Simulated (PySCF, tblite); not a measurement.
# C₇H₇BF₃NO₂S: excited states

What do calculations give for the excited states of C₇H₇BF₃NO₂S (`C=CN1C=CC=CB1S(=O)(=O)C(F)(F)F`)?

Programs: tblite 0.8.0 and PySCF 2.14.0, with routines of our own; each step states its level. All values are computed. Atoms count from 0.

## Step 1: The starting structure

22 atoms, charge 0, multiplicity 1; geometry from: force field or distance geometry start.

## Step 2: Geometry optimisation with GFN2-xTB

What the job is given:

```
{"job": {"kind": "relax", "xc": "GFN2-xTB", "basis": "xTB"}, "charge": 0, "multiplicity": 1}
C     -0.954700    -2.896100     0.094300
C     -0.716900    -1.899600    -0.787000
N     -0.970900    -0.576200    -0.391400
C     -2.258300     0.065600    -0.630200
C     -2.468100     1.307900    -0.239600
C     -1.459000     2.131500     0.404900
C     -0.233400     1.700900     0.680700
B      0.141000     0.232000     0.292000
S      1.849100    -0.383900     0.135600
O      2.020300    -0.985400    -1.224100
O      2.160900    -1.359600     1.238500
C      3.047400     0.942500     0.241300
F      2.878200     1.539600     1.480100
F      4.295800     0.373700     0.055000
F      2.820500     1.863900    -0.785200
H     -1.368100    -2.693400     1.094100
H     -0.754400    -3.911900    -0.200400
H     -0.312300    -2.111700    -1.760400
H     -3.035400    -0.516300    -1.098700
H     -3.447900     1.719200    -0.444300
H     -1.762000     3.159000     0.669800
H      0.517900     2.317500     1.174300
```

Launch:

```console
$ OMP_NUM_THREADS=1 python excited_run.py task.json out
```

One launch serves the whole session: the jobs run in the order shown.

Log:

```text
step      E/eV     max force
  0   -1311.75197    5.508
  1   -1312.74448    1.888
  2   -1312.95267    1.218
  3   -1313.07075    0.873
  4   -1313.12868    0.484
  5   -1313.14790    0.317
  6   -1313.15976    0.304
  7   -1313.17645    0.239
  8   -1313.18461    0.201
  9   -1313.18909    0.129
 10   -1313.19189    0.143
 11   -1313.19488    0.137
 12   -1313.19780    0.135
 13   -1313.20026    0.109
 14   -1313.20250    0.127
 15   -1313.20516    0.122
 16   -1313.20803    0.137
 17   -1313.21068    0.142
 18   -1313.21289    0.128
 19   -1313.21475    0.107
 20   -1313.21628    0.088
 21   -1313.21744    0.065
 22   -1313.21827    0.065
 23   -1313.21896    0.073
 24   -1313.21969    0.069
 25   -1313.22048    0.065
 26   -1313.22126    0.069
 27   -1313.22198    0.067
 28   -1313.22274    0.069
 29   -1313.22375    0.071
 30   -1313.22516    0.090
 31   -1313.22680    0.090
 32   -1313.22817    0.070
 33   -1313.22910    0.061
 34   -1313.22985    0.068
 35   -1313.23057    0.058
 36   -1313.23121    0.049
 37   -1313.23177    0.046
 38   -1313.23236    0.061
 39   -1313.23307    0.071
 40   -1313.23378    0.057
 41   -1313.23427    0.042
 42   -1313.23453    0.034
 43   -1313.23472    0.036
 44   -1313.23494    0.036
 45   -1313.23524    0.045
 46   -1313.23559    0.047
 47   -1313.23588    0.046
 48   -1313.23610    0.040
 49   -1313.23629    0.035
 50   -1313.23648    0.041
 51   -1313.23669    0.041
 52   -1313.23686    0.031
 53   -1313.23700    0.030
 54   -1313.23714    0.033
 55   -1313.23732    0.032
 56   -1313.23751    0.031
 57   -1313.23766    0.028
 58   -1313.23778    0.024
 59   -1313.23793    0.029
 60   -1313.23813    0.035
 61   -1313.23837    0.035
 62   -1313.23860    0.032
 63   -1313.23880    0.032
 64   -1313.23897    0.032
 65   -1313.23916    0.036
 66   -1313.23935    0.036
 67   -1313.23951    0.029
 68   -1313.23965    0.028
 69   -1313.23977    0.033
 70   -1313.23991    0.027
 71   -1313.24004    0.025
 72   -1313.24015    0.021
 73   -1313.24024    0.019
 74   -1313.24033    0.022
 75   -1313.24040    0.019
 76   -1313.24045    0.018
 77   -1313.24051    0.019
 78   -1313.24059    0.027
 79   -1313.24074    0.045
 80   -1313.24102    0.066
 81   -1313.24156    0.091
 82   -1313.24251    0.121
 83   -1313.24369    0.100
 84   -1313.24491    0.076
 85   -1313.24487    0.143
 86   -1313.24577    0.230
 87   -1313.24718    0.053
 88   -1313.24761    0.050
 89   -1313.24853    0.101
 90   -1313.24913    0.089
 91   -1313.25001    0.070
 92   -1313.25067    0.045
 93   -1313.25159    0.055
 94   -1313.25222    0.058
 95   -1313.25277    0.062
 96   -1313.25333    0.073
 97   -1313.25403    0.091
 98   -1313.25505    0.097
 99   -1313.25674    0.122
100   -1313.25869    0.086
101   -1313.26029    0.083
102   -1313.26284    0.133
103   -1313.26366    0.186
104   -1313.26724    0.152
105   -1313.26931    0.161
106   -1313.27263    0.117
107   -1313.27368    0.074
108   -1313.27477    0.064
109   -1313.27540    0.067
110   -1313.27593    0.056
111   -1313.27658    0.056
112   -1313.27735    0.063
113   -1313.27829    0.070
114   -1313.27950    0.072
115   -1313.28080    0.066
116   -1313.28225    0.085
117   -1313.28302    0.067
118   -1313.28410    0.073
119   -1313.28546    0.080
120   -1313.28768    0.113
121   -1313.28988    0.136
122   -1313.29227    0.119
123   -1313.29441    0.111
124   -1313.29695    0.106
125   -1313.29904    0.116
126   -1313.30226    0.117
127   -1313.30346    0.110
128   -1313.30492    0.106
129   -1313.30594    0.092
130   -1313.30704    0.097
131   -1313.30818    0.068
132   -1313.30895    0.063
133   -1313.30997    0.091
134   -1313.31083    0.085
135   -1313.31157    0.061
136   -1313.31222    0.053
137   -1313.31288    0.059
138   -1313.31352    0.055
139   -1313.31400    0.045
140   -1313.31428    0.040
141   -1313.31443    0.027
142   -1313.31454    0.021
143   -1313.31463    0.025
144   -1313.31472    0.031
145   -1313.31482    0.032
146   -1313.31496    0.030
147   -1313.31513    0.030
148   -1313.31535    0.031
149   -1313.31562    0.043
150   -1313.31595    0.041
151   -1313.31631    0.038
152   -1313.31665    0.036
153   -1313.31694    0.035
154   -1313.31717    0.033
155   -1313.31739    0.032
156   -1313.31766    0.037
157   -1313.31799    0.039
158   -1313.31831    0.042
159   -1313.31856    0.032
160   -1313.31875    0.032
161   -1313.31895    0.039
162   -1313.31919    0.036
163   -1313.31943    0.031
164   -1313.31960    0.025
165   -1313.31969    0.024
166   -1313.31975    0.018
167   -1313.31980    0.013
168   -1313.31985    0.016
169   -1313.31991    0.026
170   -1313.31997    0.026
171   -1313.32003    0.017
172   -1313.32008    0.016
173   -1313.32012    0.012
174   -1313.32014    0.015
175   -1313.32016    0.012
176   -1313.32018    0.009
```

It took 1.6 s on 1 thread of AMD EPYC 9R45, shared host.

Step by step: (not every step is listed)

```csv
step,energy from step 0 (eV),largest force (eV/Å)
0,0.0000,5.5081
1,-0.9925,1.8878
2,-1.2007,1.2180
3,-1.3188,0.8729
4,-1.3767,0.4835
5,-1.3959,0.3167
6,-1.4078,0.3041
7,-1.4245,0.2395
8,-1.4326,0.2013
24,-1.4677,0.0693
40,-1.4818,0.0569
56,-1.4855,0.0313
72,-1.4882,0.0210
88,-1.4956,0.0498
104,-1.5153,0.1524
120,-1.5357,0.1131
136,-1.5602,0.0525
152,-1.5647,0.0363
168,-1.5679,0.0158
171,-1.5681,0.0170
172,-1.5681,0.0161
173,-1.5682,0.0117
174,-1.5682,0.0149
175,-1.5682,0.0124
176,-1.5682,0.0091
```

Close pairs (by a distance rule), those that changed most:

```csv
bond,before (Å),after (Å),change (Å)
N2–B7,1.535,1.409,-0.126
S8–C11,1.791,1.915,+0.125
N2–C3,1.458,1.359,-0.099
C6–B7,1.565,1.492,-0.073
S8–O10,1.505,1.442,-0.063
C11–F13,1.384,1.325,-0.059
S8–O9,1.497,1.441,-0.056
C11–F14,1.398,1.344,-0.054
```

The final coordinates are the input of the step that follows.

## Step 3: Infrared spectrum with GFN2-xTB

What the job is given:

```
{"job": {"kind": "ir", "xc": "GFN2-xTB", "basis": "xTB"}, "charge": 0, "multiplicity": 1}
C     -0.404971    -2.797206    -0.077814
C     -0.989839    -1.857247    -0.796776
N     -1.061157    -0.498139    -0.410023
C     -2.241660     0.132440    -0.644660
C     -2.461110     1.427607    -0.281240
C     -1.460268     2.178586     0.357578
C     -0.228222     1.623940     0.605751
B     -0.000710     0.209335     0.191097
S      1.675295    -0.613341     0.312263
O      2.017070    -1.331544    -0.889269
O      1.892780    -1.276613     1.574507
C      2.938211     0.826688     0.318953
F      2.862677     1.559009     1.438398
F      4.184336     0.395300     0.188275
F      2.667170     1.653929    -0.705135
H      0.074691    -2.594613     0.863527
H     -0.377157    -3.812602    -0.429405
H     -1.491485    -2.077385    -1.730213
H     -3.014953    -0.450614    -1.125429
H     -3.419541     1.875400    -0.487421
H     -1.679725     3.199107     0.635953
H      0.508159     2.247349     1.090233
```

Log:

```text
mode    cm-1     km/mol
  1      37.0      0.90
  2      44.4      0.07
  3      68.4      2.31
  4      86.2      0.61
  5     108.4      1.62
  6     130.5      5.36
  7     146.8      2.98
  8     177.7      0.10
  9     182.9      3.86
 10     223.2      5.65
 11     248.5      6.89
 12     268.7      4.65
 13     293.7      1.28
 14     319.0      8.36
 15     368.2      4.04
 16     441.0      5.41
 17     450.8    104.34
 18     468.6     22.72
 19     473.3     15.51
 20     476.3    112.98
 21     531.8    149.12
 22     540.2     11.07
 23     617.8     18.30
 24     633.5      7.62
 25     655.8     25.56
 26     695.9     11.01
 27     769.0     21.12
 28     785.4      5.19
 29     872.6      0.30
 30     889.4      6.10
 31     900.7      0.09
 32     952.5      0.13
 33     972.6     12.33
 34    1003.0     41.68
 35    1024.5     34.03
 36    1063.3    184.71
 37    1077.2      3.24
 38    1080.7    173.20
 39    1108.2     26.84
 40    1141.2    297.64
 41    1152.6     32.55
 42    1179.8     33.75
 43    1184.8     10.87
 44    1238.1     52.55
 45    1241.1    493.03
 46    1276.3     12.62
 47    1327.6      7.41
 48    1362.9     32.11
 49    1385.8      5.14
 50    1412.7     25.82
 51    1507.0     42.71
 52    1590.2     68.27
 53    1692.1     10.11
 54    3057.2     13.19
 55    3073.5      6.02
 56    3080.5     10.82
 57    3102.5      9.43
 58    3115.3     11.47
 59    3128.0      0.80
 60    3161.5      3.75
```

It took 1.1 s on 1 thread of AMD EPYC 9R45, shared host.

The strongest bands and the atoms that carry them (share of the mass-weighted mode):

```csv
cm⁻¹,km/mol,atoms
451,104.3,"F12 21 %, F14 17 %, F13 16 %, S8 14 %"
476,113.0,"S8 25 %, O10 14 %, O9 13 %, F14 11 %"
532,149.1,"S8 31 %, O9 11 %, O10 11 %"
1063,184.7,"C11 69 %, F14 25 %"
1081,173.2,"C11 58 %, F12 23 %"
1141,297.6,"C11 47 %, F13 20 %"
1241,493.0,"S8 39 %, O9 27 %, O10 25 %"
1590,68.3,"C3 34 %, C4 26 %, C6 15 %, C5 13 %"
```

## Step 4: Excited states: TDA CAM-B3LYP/def2-SVP

The job, as its differences from that of step 3:

```diff
@@ -1,2 +1,2 @@
-{"job": {"kind": "ir", "xc": "GFN2-xTB", "basis": "xTB"}, "charge": 0, "multiplicity": 1}
+{"job": {"kind": "states", "xc": "CAM-B3LYP", "basis": "def2-SVP", "tda": true, "soc": true, "nstates": 8, "ntriplets": 5, "nquad": 4}, "charge": 0, "multiplicity": 1}
 C     -0.404971    -2.797206    -0.077814
```

Method: TDA CAM-B3LYP/def2-SVP excited states, vertical, gas phase, spin-orbit mean-field couplings.

Log:

```text
coarse grid: 21144 points
cycle   1  E = -1196.9533586157  dE =  3.879e+00  |g| = 1.593e+00  |ddm| = 5.616e+00
cycle   2  E = -1196.0796907472  dE =  8.737e-01  |g| = 2.744e+00  |ddm| = 3.592e+00
cycle   3  E = -1197.4547298098  dE = -1.375e+00  |g| = 1.945e-01  |ddm| = 2.382e+00
cycle   4  E = -1197.4594024664  dE = -4.673e-03  |g| = 1.348e-01  |ddm| = 3.172e-01
cycle   5  E = -1197.4631806988  dE = -3.778e-03  |g| = 1.786e-02  |ddm| = 1.238e-01
cycle   6  E = -1197.4632544968  dE = -7.380e-05  |g| = 5.764e-03  |ddm| = 2.533e-02
cycle   7  E = -1197.4632633767  dE = -8.880e-06  |g| = 2.734e-03  |ddm| = 8.183e-03
final grid: 207240 points
cycle   8  E = -1197.6366562140  dE = -4.936e-05  |g| = 6.851e-03  |ddm| = 3.046e-02
cycle   9  E = -1197.6366508055  dE =  5.409e-06  |g| = 8.719e-03  |ddm| = 1.308e-02
cycle  10  E = -1197.6366667200  dE = -1.591e-05  |g| = 1.039e-03  |ddm| = 7.454e-03
cycle  11  E = -1197.6366669711  dE = -2.511e-07  |g| = 2.879e-04  |ddm| = 1.203e-03
cycle  12  E = -1197.6366669917  dE = -2.060e-08  |g| = 1.522e-04  |ddm| = 4.335e-04
cycle  13  E = -1197.6366669972  dE = -5.546e-09  |g| = 3.742e-05  |ddm| = 1.682e-04
cycle  14  E = -1197.6366669978  dE = -5.848e-10  |g| = 2.207e-05  |ddm| = 6.952e-05
converged SCF energy = -1197.6366669978

Singlet excitations
state   eV       nm        f     d(h-e)  d(exc)  Lambda  PR(NTO)  |dmu|/D   mu/D   main configurations
  1   4.9630   249.8   0.15324   0.153   3.066   0.732   1.264    0.394    6.215   H->L 0.88
  2   5.4163   228.9   0.04953   1.463   3.496   0.667   1.132    4.373    2.420   H-1->L 0.75, H-2->L 0.08
  3   5.8212   213.0   0.02981   0.948   3.310   0.636   1.473    2.662    4.490   H-2->L 0.66, H->L+1 0.17
  4   6.3073   196.6   0.30695   1.298   3.508   0.708   1.888    3.580    4.730   H->L+1 0.56, H-1->L 0.13
  5   6.5194   190.2   0.03813   1.405   3.481   0.568   1.487                     H-1->L+1 0.59
  6   6.5749   188.6   0.00232   2.022   3.585   0.379   1.449                     H-3->L 0.69, H-3->L+1 0.10
  7   6.8756   180.3   0.05246   0.524   3.396   0.526   2.803                     H->L+2 0.31, H-2->L+1 0.19
  8   6.9209   179.1   0.04259   1.467   3.481   0.496   1.964                     H-4->L 0.37, H-2->L+1 0.24, H-5->L 0.09

Triplet excitations (Tamm-Dancoff)
state   eV     d(h-e)  d(exc)  Lambda  PR(NTO)   main configurations
  1   3.4332   0.171   2.664   0.736   1.056   H->L 0.76, H-1->L 0.09
  2   3.9020   0.383   2.652   0.678   1.521   H-1->L 0.35, H-2->L 0.13, H->L+1 0.12
  3   4.4093   0.342   2.692   0.740   1.450   H->L+1 0.61
  4   4.8774   0.057   2.469   0.634   1.790   H-6->L 0.20, H-1->L+2 0.17, H-4->L 0.09
  5   5.1966   1.545   3.253   0.608   1.096   H-2->L 0.45, H-1->L 0.21, H-1->L+1 0.13
S1 - T1 = 1.5298 eV

Spin-orbit couplings |<S|Hso|T>| (cm-1)
             T1       T2       T3       T4       T5
S0        0.693    1.377    0.886    0.635   16.419
S1        0.390    1.201    0.675    0.752    5.021
S2        2.685    3.705    2.115    1.302    7.202
S3        1.430    2.480    2.102    1.409    5.587
S4        1.759    1.858    1.332    1.793   11.884
S5        1.901    1.834    2.616    1.281    7.199
S6        2.905    6.579    3.481    1.105   33.415
S7        3.540    3.590    4.256    0.925   18.803
S8        5.220    6.099    3.447    0.791   23.375
T1 sublevels (cm-1): 0.000 0.001 0.001   radiative rates (1/s): 0.659 0.43 1.03
```

Run time: 59 s. Hardware: 1 thread of AMD EPYC 9R45, shared host; peak memory 1.3 GiB.

In short:

```csv
quantity,value
S1 less T1,1.53 eV
```

## Step 5: Outcome

| quantity | value |
| --- | --- |
| strongest single infrared mode (GFN2-xTB) | 1241 cm⁻¹, 493 km/mol |
| zero-point energy (GFN2-xTB) | 88.1 kcal/mol |
| S1 less T1 (step 4, TDA CAM-B3LYP/def2-SVP) | 1.53 eV |

**Reading.** All 60 modes are real, so the xTB geometry is a minimum. GFN2-xTB is a fitted tight-binding method: band positions and strengths are rough. Its intensities can rank the bands wrongly. In step 4, the number of triplets below S1 is 4, and the largest singlet-triplet spin-orbit coupling is S6–T5, 33.41 cm⁻¹.
